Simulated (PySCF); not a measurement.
# C2H8BFO: the cost of one run

Programs: PySCF 2.14.0, with density-fitted response routines of our own. Each step states its level of theory. These are calculated values for one molecule in the gas phase, unless marked as measured. Atoms are numbered from 0 throughout.

## (1) Starting geometry

13 atoms, charge 0, multiplicity 1; geometry from: PBE0-D3(BJ)/def2-SVP.

Bonds of the start (Å): C0–O1 1.42, O1–C2 1.42, O1–B3 1.67, B3–F4 1.38, C0–H5 1.10, C0–H6 1.10, C0–H7 1.10, C2–H8 1.10, C2–H9 1.10, C2–H10 1.10, B3–H11 1.22, B3–H12 1.22.

## (2) X-ray photoelectron lines: SCAN, X2C

Job settings and geometry (Å):

```
{"job": {"kind": "xps"}, "charge": 0, "multiplicity": 1}
C     -0.784456    -1.059434    -0.318862
O     -0.121346    -0.077838     0.471747
C     -0.770763     1.188841     0.475210
B      1.525854     0.006906     0.195118
F      1.598086     0.468236    -1.103982
H     -1.817767    -1.170075     0.039603
H     -0.773190    -0.765523    -1.379632
H     -0.230533    -1.994929    -0.187466
H     -1.797597     1.064575     0.848333
H     -0.196112     1.834433     1.147702
H     -0.775695     1.618562    -0.538271
H      1.856003    -1.159317     0.343379
H      1.873089     0.812720     1.044260
```

Level: delta-SCF UKS SCAN, pcX-2 on the ionised atom, pcseg-1 elsewhere, spin-free X2C.

Run with:

```console
> OMP_NUM_THREADS=1 python probes_run.py task.json out
```

This one command runs all jobs of the session in turn.

**Question.** How long does this first job take on 1 thread of Arm Neoverse V2, shared host, and how much memory does it need?

About 25 s, with a peak of 0.52 GiB.
